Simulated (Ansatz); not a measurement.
# AlBrFH3 (built from SMILES F.[AlH2][Br]): a barrier at many levels of theory, part 1 of 3

Aim: the barrier and energy of one elementary step (Al1–F6 tightened, Br2–H5 formed, Al1–Br2 loosened, H5–F6 broken) from LDA up to coupled cluster, on fixed structures, to see where each rung fails.

Computed with Ansatz 0.2.0, Gaussian basis. Level: single points in def2-TZVPP on PBE0-D4/def2-TZVP structures.

Levels: SPW92, PBE-D4, BLYP-D4, r2SCAN-D4, B97M-V, PBE0-D4, B3LYP-D4, r2SCAN0-D4, BHLYP-D4, CAM-B3LYP-D4, wB97X-V, wB97M-V, B2PLYP, PBE-QIDH, RPA on PBE, Hartree-Fock, MP2, CCSD, CCSD(T). The reference is CCSD(T) at the basis limit, from triple and quadruple zeta. Zero-point energies come from PBE0-D4 vibrations.

Correlated methods freeze the cores. Filled d shells of the heavier atoms are correlated. B3LYP uses VWN-RPA correlation. B2PLYP carries no dispersion term here.

80 further runs of the same task are left out: 80 set aside as unsound or not needed.

**1. Start, saddle and end, as given**

Charge 0, multiplicity 1. The folders r, ts and p hold the start, the saddle and the end; their coordinates stand in the first inputs.

| pair | r (Å) | ts (Å) | p (Å) |
| --- | --- | --- | --- |
| Al1–F6 | 2.026 | 1.775 | 1.670 |
| Br2–H5 | 2.251 | 1.590 | 1.428 |
| Al1–Br2 | 2.348 | 2.579 | 2.794 |
| H5–F6 | 0.960 | 1.319 | 2.483 |

**2. SPW92/def2-TZVPP**

Contents of r/in.yaml:

```yaml
crystal:
  periodic: [false, false, false]
  atoms:
    - {symbol: Al, position_ang: [-0.253844, 0.284162, -0.588220]}
    - {symbol: Br, position_ang: [1.816125, -0.800028, -0.353891]}
    - {symbol: H, position_ang: [-1.379689, -0.593317, -1.250937]}
    - {symbol: H, position_ang: [-0.171906, 1.855764, -0.589164]}
    - {symbol: H, position_ang: [0.423761, -0.587721, 1.401535]}
    - {symbol: F, position_ang: [-0.434346, -0.158760, 1.380577]}
basis:
  gaussian: {orbitals: def2-TZVPP}
hamiltonian: {xc: lda}
```

Contents of ts/in.yaml:

```yaml
crystal:
  periodic: [false, false, false]
  atoms:
    - {symbol: Al, position_ang: [-0.464993, 0.339317, -0.406999]}
    - {symbol: Br, position_ang: [1.791179, -0.864206, -0.070965]}
    - {symbol: H, position_ang: [-1.381817, -0.591998, -1.282121]}
    - {symbol: H, position_ang: [-0.167858, 1.869468, -0.617042]}
    - {symbol: H, position_ang: [0.705670, -0.636610, 1.068141]}
    - {symbol: F, position_ang: [-0.482082, -0.115871, 1.308886]}
basis:
  gaussian: {orbitals: def2-TZVPP}
hamiltonian: {xc: lda}
```

Contents of p/in.yaml:

```yaml
crystal:
  periodic: [false, false, false]
  atoms:
    - {symbol: Al, position_ang: [-0.682751, 0.430063, -0.345405]}
    - {symbol: Br, position_ang: [1.787972, -0.853111, -0.105989]}
    - {symbol: H, position_ang: [-1.378267, -0.556530, -1.363520]}
    - {symbol: H, position_ang: [-0.175768, 1.881793, -0.704732]}
    - {symbol: H, position_ang: [1.339602, -0.996217, 1.241928]}
    - {symbol: F, position_ang: [-0.890687, 0.094101, 1.277617]}
basis:
  gaussian: {orbitals: def2-TZVPP}
hamiltonian: {xc: lda}
```

Each run has its own folder and the same command.

Started as:

```console
ansatz run in.yaml --threads 2 --pin off --events-out ev --progress --plain --max-ram 4352MiB
```

Log of r:

```text
Functional definition: SPW92
  name "SPW92"
  cite "Dirac, Proc. Camb. Phil. Soc. 26, 376 (1930) doi:10.1017/S0305004100016108"
  cite "Slater, Phys. Rev. 81, 385 (1951) doi:10.1103/PhysRev.81.385"
  cite "Perdew & Wang, Phys. Rev. B 45, 13244 (1992) doi:10.1103/PhysRevB.45.13244"
  exchange = slater_x
  correlation = pw_c
978 factors; their error is unknown
mean field evaluation 1: about -79267.0962 eV, gradient 3.1e1 eV
mean field evaluation 2: about -79265.6464 eV, gradient 4.9e1 eV
mean field evaluation 4: about -79268.8551 eV, gradient 1.9e0 eV
mean field evaluation 8: about -79268.8619 eV, gradient 3.6e-2 eV
mean field -79268.83438245 eV, -2913.0759332094 hartree, gradient 7.7e-5 eV, S^2 0.000000; 0 other end points of the search recorded, 0 dependent functions left out
reference -79268.83441912 eV, -2913.0759345568 hartree; 30, 30 occupied and 133, 133 virtual orbitals, 978 factors
Total energy: -79268.83441912 eV, -2913.0759345568 hartree
```

Output in ts (excerpt; [...] marks lines left out):

```text
[... 5 set-up lines as earlier in the session ...]
[...]
978 factors; their error is unknown
[...]
mean field -79268.77728345 eV, -2913.0738348598 hartree, gradient 6.2e-5 eV, S^2 0.000000; 0 other end points of the search recorded, 0 dependent functions left out
reference -79268.77732015 eV, -2913.0738362086 hartree; 30, 30 occupied and 133, 133 virtual orbitals, 978 factors
Total energy: -79268.77732015 eV, -2913.0738362086 hartree
```

Log of p (excerpt; [...] marks lines left out):

```text
[... 5 set-up lines as earlier in the session ...]
[...]
978 factors; their error is unknown
[...]
mean field -79268.63514669 eV, -2913.0686114301 hartree, gradient 1.7e-5 eV, S^2 0.000000; 0 other end points of the search recorded, 0 dependent functions left out
reference -79268.63518496 eV, -2913.0686128364 hartree; 30, 30 occupied and 133, 133 virtual orbitals, 978 factors
Total energy: -79268.63518496 eV, -2913.0686128364 hartree
```

They took 0.7 s (r), 0.7 s (ts), 0.65 s (p) on 2 threads of Intel Xeon 6975P-C, shared host.

This gives 5.5 kJ/mol for the barrier and +19.2 kJ/mol for the step.

**3. PBE-D4/def2-TZVPP**

The same edit goes into each in.yaml of step 2 (r, ts, p):

```diff
-hamiltonian: {xc: lda}
+hamiltonian: {xc: pbe, dispersion: d4}
```

Each run has its own folder and the same command.

Started as:

```console
ansatz run in.yaml --threads 2 --pin off --events-out ev --progress --plain --max-ram 4352MiB
```

Output in r (excerpt; [...] marks lines left out):

```text
Functional definition: PBE
  name "PBE"
  cite "Perdew, Burke & Ernzerhof, Phys. Rev. Lett. 77, 3865 (1996) doi:10.1103/PhysRevLett.77.3865"
  parent pbe
[...]
978 factors; their error is unknown
[...]
mean field -79395.34976746 eV, -2917.7252878533 hartree, gradient 9.9e-6 eV, S^2 0.000000; 0 other end points of the search recorded, 0 dependent functions left out
reference -79395.34980640 eV, -2917.7252892843 hartree; 30, 30 occupied and 133, 133 virtual orbitals, 978 factors
Total energy: -79395.44847424 eV, -2917.7289152605 hartree
```

Log of ts (excerpt; [...] marks lines left out):

```text
[... 4 set-up lines as earlier in the session ...]
[...]
978 factors; their error is unknown
[...]
mean field -79395.20589310 eV, -2917.7200005680 hartree, gradient 7.0e-5 eV, S^2 0.000000; 0 other end points of the search recorded, 0 dependent functions left out
reference -79395.20593219 eV, -2917.7200020045 hartree; 30, 30 occupied and 133, 133 virtual orbitals, 978 factors
Total energy: -79395.30613463 eV, -2917.7236843761 hartree
```

p printed (excerpt; [...] marks lines left out):

```text
[... 4 set-up lines as earlier in the session ...]
[...]
978 factors; their error is unknown
[...]
mean field -79395.26174935 eV, -2917.7220532474 hartree, gradient 1.6e-5 eV, S^2 0.000000; 0 other end points of the search recorded, 0 dependent functions left out
reference -79395.26179016 eV, -2917.7220547472 hartree; 30, 30 occupied and 133, 133 virtual orbitals, 978 factors
Total energy: -79395.35865764 eV, -2917.7256145615 hartree
```

Times: 1.1 s (r), 1.1 s (ts), 1 s (p) on 2 threads of Intel Xeon 6975P-C, shared host.

At this level: barrier 13.7 kJ/mol, step energy +8.7 kJ/mol.

**4. BLYP-D4/def2-TZVPP**

The same edit goes into each in.yaml of step 3 (r, ts, p):

```diff
-hamiltonian: {xc: pbe, dispersion: d4}
+hamiltonian: {xc: {name: BLYP}, dispersion: d4}
```

The same command starts each run, in its folder.

Started as:

```console
ansatz run in.yaml --threads 2 --pin off --events-out ev --progress --plain --max-ram 4352MiB
```

Output in r (excerpt; [...] marks lines left out):

```text
Functional definition: BLYP
  name "BLYP"
  cite "Becke, Phys. Rev. A 38, 3098 (1988) doi:10.1103/PhysRevA.38.3098"
  cite "Lee, Yang & Parr, Phys. Rev. B 37, 785 (1988) doi:10.1103/PhysRevB.37.785"
[...]
978 factors; their error is unknown
[...]
mean field -79412.77583358 eV, -2918.3656839711 hartree, gradient 1.4e-5 eV, S^2 0.000000; 0 other end points of the search recorded, 0 dependent functions left out
reference -79412.77616225 eV, -2918.3656960495 hartree; 30, 30 occupied and 133, 133 virtual orbitals, 978 factors
Total energy: -79412.99111060 eV, -2918.3735952558 hartree
```

Output in ts (excerpt; [...] marks lines left out):

```text
[... 4 set-up lines as earlier in the session ...]
[...]
978 factors; their error is unknown
[...]
mean field -79412.63222801 eV, -2918.3604065639 hartree, gradient 3.9e-5 eV, S^2 0.000000; 0 other end points of the search recorded, 0 dependent functions left out
reference -79412.63255788 eV, -2918.3604186865 hartree; 30, 30 occupied and 133, 133 virtual orbitals, 978 factors
Total energy: -79412.85155400 eV, -2918.3684666455 hartree
```

Output in p (excerpt; [...] marks lines left out):

```text
[... 4 set-up lines as earlier in the session ...]
[...]
978 factors; their error is unknown
[...]
mean field -79412.81878494 eV, -2918.3672624048 hartree, gradient 3.1e-5 eV, S^2 0.000000; 0 other end points of the search recorded, 0 dependent functions left out
reference -79412.81912447 eV, -2918.3672748823 hartree; 30, 30 occupied and 133, 133 virtual orbitals, 978 factors
Total energy: -79413.02840756 eV, -2918.3749658939 hartree
```

They took 1.2 s (r), 1.1 s (ts), 1.1 s (p) on 2 threads of Intel Xeon 6975P-C, shared host.

Barrier 13.5 kJ/mol; end less start -3.6 kJ/mol.

**5. r2SCAN-D4/def2-TZVPP**

The same edit goes into each in.yaml of step 4 (r, ts, p):

```diff
-hamiltonian: {xc: {name: BLYP}, dispersion: d4}
+hamiltonian: {xc: r2scan, dispersion: d4}
```

The same command starts each run, in its folder.

Started as:

```console
ansatz run in.yaml --threads 2 --pin off --events-out ev --progress --plain --max-ram 4352MiB
```

Output in r (excerpt; [...] marks lines left out):

```text
Functional definition: r2SCAN
  name "r2SCAN"
  cite "Furness, Kaplan, Ning, Perdew & Sun, J. Phys. Chem. Lett. 11, 8208 (2020) doi:10.1021/acs.jpclett.0c02405"
  cite "Furness, Kaplan, Ning, Perdew & Sun, J. Phys. Chem. Lett. 11, 9248 (2020) doi:10.1021/acs.jpclett.0c03077"
  parent r2scan
[...]
978 factors; their error is unknown
[...]
mean field -79410.14546749 eV, -2918.2690198003 hartree, gradient 3.1e-5 eV, S^2 0.000000; 0 other end points of the search recorded, 0 dependent functions left out
reference -79410.14547872 eV, -2918.2690202132 hartree; 30, 30 occupied and 133, 133 virtual orbitals, 978 factors
Total energy: -79410.16715231 eV, -2918.2698167030 hartree
```

Log of ts (excerpt; [...] marks lines left out):

```text
[... 5 set-up lines as earlier in the session ...]
[...]
978 factors; their error is unknown
[...]
mean field -79409.96417487 eV, -2918.2623574195 hartree, gradient 5.5e-5 eV, S^2 0.000000; 0 other end points of the search recorded, 0 dependent functions left out
reference -79409.96418618 eV, -2918.2623578353 hartree; 30, 30 occupied and 133, 133 virtual orbitals, 978 factors
Total energy: -79409.98618935 eV, -2918.2631664367 hartree
```

p printed (excerpt; [...] marks lines left out):

```text
[... 5 set-up lines as earlier in the session ...]
[...]
978 factors; their error is unknown
[...]
mean field -79410.06765599 eV, -2918.2661602805 hartree, gradient 1.6e-5 eV, S^2 0.000000; 0 other end points of the search recorded, 0 dependent functions left out
reference -79410.06766793 eV, -2918.2661607192 hartree; 30, 30 occupied and 133, 133 virtual orbitals, 978 factors
Total energy: -79410.08955733 eV, -2918.2669651399 hartree
```

Times: 2.2 s (r), 1.8 s (ts), 1.9 s (p) on 2 threads of Intel Xeon 6975P-C, shared host.

At this level: barrier 17.5 kJ/mol, step energy +7.5 kJ/mol.

**6. B97M-V/def2-TZVPP**

Each input of step 5 (r, ts, p) changes in the same lines:

```diff
-hamiltonian: {xc: r2scan, dispersion: d4}
+hamiltonian: {xc: {name: B97M-V}}
```

One command serves all of them, each in its own folder.

Started as:

```console
ansatz run in.yaml --threads 2 --pin off --events-out ev --progress --plain --max-ram 4352MiB
```

Output in r (excerpt; [...] marks lines left out):

```text
Functional definition: B97M-V
  name "B97M-V"
  cite "Mardirossian & Head-Gordon, J. Chem. Phys. 142, 074111 (2015) doi:10.1063/1.4907719"
  cite "Becke, J. Chem. Phys. 107, 8554 (1997) doi:10.1063/1.475007"
  cite "Vydrov & Van Voorhis, J. Chem. Phys. 133, 244103 (2010) doi:10.1063/1.3521275"
  # Of w^i u^j: cxij and so on, Table III.
[...]
  gx(w, u) = cx00 + cx01*u + cx02*u^2 + (cx10 + cx11*u)*w
[...]
  gos(w, u) = cos00 + cos01*u + cos03*u^3 + cos10*w + cos32*w^3*u^2
[...]
      + integral(e_c_pw_mod_opposite_spin*gos(b97_w_opposite, b97_u_opposite)) + vv10(b, c)
978 factors; their error is unknown
[...]
mean field -79397.35802512 eV, -2917.7990899610 hartree, gradient 5.7e-5 eV, S^2 0.000000; 0 other end points of the search recorded, 0 dependent functions left out
reference -79397.35808063 eV, -2917.7990920011 hartree; 30, 30 occupied and 133, 133 virtual orbitals, 978 factors
Total energy: -79397.35808063 eV, -2917.7990920011 hartree
```

Log of ts (excerpt; [...] marks lines left out):

```text
[... 5 set-up lines as earlier in the session ...]
  # Of w^i u^j: cxij and so on, Table III.
[...]
  gx(w, u) = cx00 + cx01*u + cx02*u^2 + (cx10 + cx11*u)*w
[...]
  gos(w, u) = cos00 + cos01*u + cos03*u^3 + cos10*w + cos32*w^3*u^2
[...]
      + integral(e_c_pw_mod_opposite_spin*gos(b97_w_opposite, b97_u_opposite)) + vv10(b, c)
978 factors; their error is unknown
[...]
mean field -79397.09258759 eV, -2917.7893353117 hartree, gradient 1.1e-5 eV, S^2 0.000000; 0 other end points of the search recorded, 0 dependent functions left out
reference -79397.09264454 eV, -2917.7893374046 hartree; 30, 30 occupied and 133, 133 virtual orbitals, 978 factors
Total energy: -79397.09264454 eV, -2917.7893374046 hartree
```

p printed (excerpt; [...] marks lines left out):

```text
[... 5 set-up lines as earlier in the session ...]
  # Of w^i u^j: cxij and so on, Table III.
[...]
  gx(w, u) = cx00 + cx01*u + cx02*u^2 + (cx10 + cx11*u)*w
[...]
  gos(w, u) = cos00 + cos01*u + cos03*u^3 + cos10*w + cos32*w^3*u^2
[...]
      + integral(e_c_pw_mod_opposite_spin*gos(b97_w_opposite, b97_u_opposite)) + vv10(b, c)
978 factors; their error is unknown
[...]
mean field -79397.37694047 eV, -2917.7997850874 hartree, gradient 5.8e-5 eV, S^2 0.000000; 0 other end points of the search recorded, 0 dependent functions left out
reference -79397.37700017 eV, -2917.7997872811 hartree; 30, 30 occupied and 133, 133 virtual orbitals, 978 factors
Total energy: -79397.37700017 eV, -2917.7997872811 hartree
```

Wall times: 3.7 s (r), 3.8 s (ts), 3.7 s (p) on 2 threads of Intel Xeon 6975P-C, shared host.

Barrier 25.6 kJ/mol; end less start -1.8 kJ/mol.

**7. PBE0-D4/def2-TZVPP**

The same edit goes into each in.yaml of step 6 (r, ts, p):

```diff
-hamiltonian: {xc: {name: B97M-V}}
+hamiltonian: {xc: pbe0, dispersion: d4}
+output: {orbitals: {seedname: orbitals}}
```

One command serves all of them, each in its own folder.

Started as:

```console
ansatz run in.yaml --threads 2 --pin off --events-out ev --progress --plain --max-ram 4352MiB
```

Log of r (excerpt; [...] marks lines left out):

```text
Functional definition: PBE0
  name "PBE0"
  cite "Adamo & Barone, J. Chem. Phys. 110, 6158 (1999) doi:10.1063/1.478522"
[... 2 set-up lines as earlier in the session ...]
[...]
1046 factors; their error is unknown
[...]
mean field -79398.51609546 eV, -2917.8416482611 hartree, gradient 8.8e-5 eV, S^2 0.000000; 0 other end points of the search recorded, 0 dependent functions left out
reference -79398.51612433 eV, -2917.8416493221 hartree; 30, 30 occupied and 133, 133 virtual orbitals, 1046 factors
Total energy: -79398.59926683 eV, -2917.8447047524 hartree
```

ts printed (excerpt; [...] marks lines left out):

```text
[... 5 set-up lines as earlier in the session ...]
[...]
1046 factors; their error is unknown
[...]
mean field -79398.26114791 eV, -2917.8322791115 hartree, gradient 1.6e-5 eV, S^2 0.000000; 0 other end points of the search recorded, 0 dependent functions left out
reference -79398.26117676 eV, -2917.8322801715 hartree; 30, 30 occupied and 133, 133 virtual orbitals, 1046 factors
Total energy: -79398.34550644 eV, -2917.8353792302 hartree
```

Output in p (excerpt; [...] marks lines left out):

```text
[... 5 set-up lines as earlier in the session ...]
[...]
1046 factors; their error is unknown
[...]
mean field -79398.40079727 eV, -2917.8374111306 hartree, gradient 3.0e-5 eV, S^2 0.000000; 0 other end points of the search recorded, 0 dependent functions left out
reference -79398.40082761 eV, -2917.8374122456 hartree; 30, 30 occupied and 133, 133 virtual orbitals, 1046 factors
Total energy: -79398.48305294 eV, -2917.8404339709 hartree
```

Times: 1.6 s (r), 1.6 s (ts), 1.5 s (p) on 2 threads of Intel Xeon 6975P-C, shared host.

At this level: barrier 24.5 kJ/mol, step energy +11.2 kJ/mol.

Fields of r:

Orbitals, density, ELF and potential are computed afterwards from the orbital file.

Frontier orbitals at PBE0-D4/def2-TZVPP, with the share of their density that lies nearest to each atom:

| orbital | energy (eV) | lies on |
| --- | --- | --- |
| HOMO | -8.22 | Br2 49 %; H3, H4 about 23 % each |
| LUMO | -0.56 | Al1 31 %; H3, H4 about 19 % each; F6 15 % |

ELF in a plane through or near 4 of the atoms.

Ten even steps from '0' (0.00) to '9' (0.94):
```
0000000000000000000000000000
0000000011111000000000000000
0000001345554310000000000000
0000124678887642000000000000
0000257887788863100000000000
0001468743525874200000000000
0002578637563775200000000000
0002578852426862000100000000
0001467888778613310111000000
0000234455444168850121000000
0000001367533225520221000000
0000001699988820001210000000
0000001368765841001100000000
0000000247988830000000000000
0000000135787510000000000000
0000000012332100000000000000
0000000000000000000000000000
0000000000000000000000000000
0000000000000000000000000000
0000000000000000000000000000
```
The map spans 8.1 Å across and 8.5 Å up, centred on the molecule. Atoms in the plane (x, y in Å): Al1 (0.7, 0.2), Br2 (-1.2, 1.6), H5 (-1.5, -0.6), F6 (-0.8, -1.2).

On the surface of density 0.002 e/bohr³ the electrostatic potential runs, from the 1st to the 99th percentile, from -0.39 V near Br2 to 2.62 V near H5.

Fields of ts:

The fields below are evaluated on a grid from the run's orbitals.

Frontier orbitals at PBE0-D4/def2-TZVPP, with the share of their density that lies nearest to each atom:

| orbital | energy (eV) | lies on |
| --- | --- | --- |
| HOMO | -8.55 | H3, H4 about 37 % each; Br2 16 %; Al1 8 % |
| LUMO | -0.70 | Al1 33 %; H3, H4 about 18 % each; Br2 15 % |

ELF in a plane through or near 3 of the atoms.

Ten even steps from '0' (0.00) to '9' (1.00):
```
0000000000000000000000000000
0000000000000000000000000000
0000000000000001234220000000
0000000000000037999996200000
0000000000000069999999810000
0000000000000079999999930000
0000012221000079999999951000
0000134443210047999999940000
0001246666421001137998510000
0001357788632048741232100000
0001357788631048851232100000
0001246666421001137998510000
0000134443210048999999940000
0000012221000079999999950000
0000000000000079999999930000
0000000000000069999999810000
0000000000000037999987200000
0000000000000000234310000000
0000000000000000000000000000
0000000000000000000000000000
```
The map spans 8.4 Å across and 8.0 Å up, centred on the molecule. Atoms in the plane (x, y in Å): Al1 (0.7, 0.0), H3 (1.4, -1.4), H4 (1.4, 1.4).

On the surface of density 0.002 e/bohr³ the electrostatic potential runs, from the 1st to the 99th percentile, from -0.51 V near F6 to 2.24 V near Al1.

Fields of p:

The fields below are evaluated on a grid from the run's orbitals.

Frontier orbitals at PBE0-D4/def2-TZVPP, with the share of their density that lies nearest to each atom:

| orbital | energy (eV) | lies on |
| --- | --- | --- |
| HOMO | -8.22 | H3, H4 about 42 % each; Al1 8 % |
| LUMO | -0.91 | H5 49 %; Br2 46 % |

ELF in a plane through or near 4 of the atoms.

Values, 10 rows by 14 columns:
```
0.00 0.00 0.00 0.00 0.00 0.00 0.00 0.00 0.00 0.00 0.00 0.00 0.00 0.00
0.00 0.00 0.00 0.02 0.02 0.01 0.00 0.00 0.00 0.00 0.00 0.00 0.00 0.00
0.00 0.02 0.22 0.60 0.60 0.39 0.19 0.01 0.00 0.00 0.00 0.00 0.00 0.00
0.00 0.12 0.62 0.86 0.28 0.39 0.77 0.11 0.07 0.09 0.04 0.00 0.00 0.00
0.00 0.07 0.37 0.68 0.44 0.32 0.84 0.12 0.06 0.18 0.19 0.03 0.00 0.00
0.00 0.01 0.22 0.92 0.99 0.48 0.12 0.07 0.45 0.10 0.16 0.03 0.00 0.00
0.00 0.00 0.09 0.77 0.58 0.04 0.64 0.78 0.62 0.10 0.03 0.00 0.00 0.00
0.00 0.00 0.00 0.01 0.00 0.24 0.73 0.79 0.68 0.15 0.01 0.00 0.00 0.00
0.00 0.00 0.00 0.00 0.00 0.03 0.15 0.30 0.18 0.03 0.00 0.00 0.00 0.00
0.00 0.00 0.00 0.00 0.00 0.00 0.00 0.00 0.00 0.00 0.00 0.00 0.00 0.00
```
The map spans 9.3 Å across and 8.3 Å up, centred on the molecule. Atoms in the plane (x, y in Å): Al1 (0.9, -0.1), Br2 (-1.7, 1.0), H5 (-2.1, -0.3), F6 (0.1, -1.6).

On the surface of density 0.002 e/bohr³ the electrostatic potential runs, from the 1st to the 99th percentile, from -1.26 V near F6 to 2.26 V near Al1.

**8. B3LYP-D4/def2-TZVPP**

Each input of step 7 (r, ts, p) changes in the same lines:

```diff
-hamiltonian: {xc: pbe0, dispersion: d4}
-output: {orbitals: {seedname: orbitals}}
+hamiltonian: {xc: {name: B3LYP}, dispersion: d4}
```

One command serves all of them, each in its own folder.

Started as:

```console
ansatz run in.yaml --threads 2 --pin off --events-out ev --progress --plain --max-ram 4352MiB
```

r printed (excerpt; [...] marks lines left out):

```text
Functional definition: B3LYP
  name "B3LYP"
  cite "Stephens, Devlin, Chabalowski & Frisch, J. Phys. Chem. 98, 11623 (1994) doi:10.1021/j100096a001"
[... 2 set-up lines as earlier in the session ...]
  cite "Vosko, Wilk & Nusair, Can. J. Phys. 58, 1200 (1980) doi:10.1139/p80-159"
[...]
1039 factors; their error is unknown
[...]
mean field -79413.95427000 eV, -2918.4089907110 hartree, gradient 8.3e-5 eV, S^2 0.000000; 0 other end points of the search recorded, 0 dependent functions left out
reference -79413.95451470 eV, -2918.4089997037 hartree; 30, 30 occupied and 133, 133 virtual orbitals, 1039 factors
Total energy: -79414.11645107 eV, -2918.4149507553 hartree
```

Log of ts (excerpt; [...] marks lines left out):

```text
[... 6 set-up lines as earlier in the session ...]
[...]
1039 factors; their error is unknown
[...]
mean field -79413.72507145 eV, -2918.4005678195 hartree, gradient 3.8e-5 eV, S^2 0.000000; 0 other end points of the search recorded, 0 dependent functions left out
reference -79413.72531626 eV, -2918.4005768161 hartree; 30, 30 occupied and 133, 133 virtual orbitals, 1039 factors
Total energy: -79413.88977503 eV, -2918.4066205646 hartree
```

Output in p (excerpt; [...] marks lines left out):

```text
[... 6 set-up lines as earlier in the session ...]
[...]
1039 factors; their error is unknown
[...]
mean field -79413.96116142 eV, -2918.4092439660 hartree, gradient 2.7e-5 eV, S^2 0.000000; 0 other end points of the search recorded, 0 dependent functions left out
reference -79413.96141444 eV, -2918.4092532642 hartree; 30, 30 occupied and 133, 133 virtual orbitals, 1039 factors
Total energy: -79414.11996293 eV, -2918.4150798137 hartree
```

Wall times: 1.6 s (r), 1.6 s (ts), 1.4 s (p) on 2 threads of Intel Xeon 6975P-C, shared host.

At this level: barrier 21.9 kJ/mol, step energy -0.3 kJ/mol.

(Continued in part 2 of 3.)
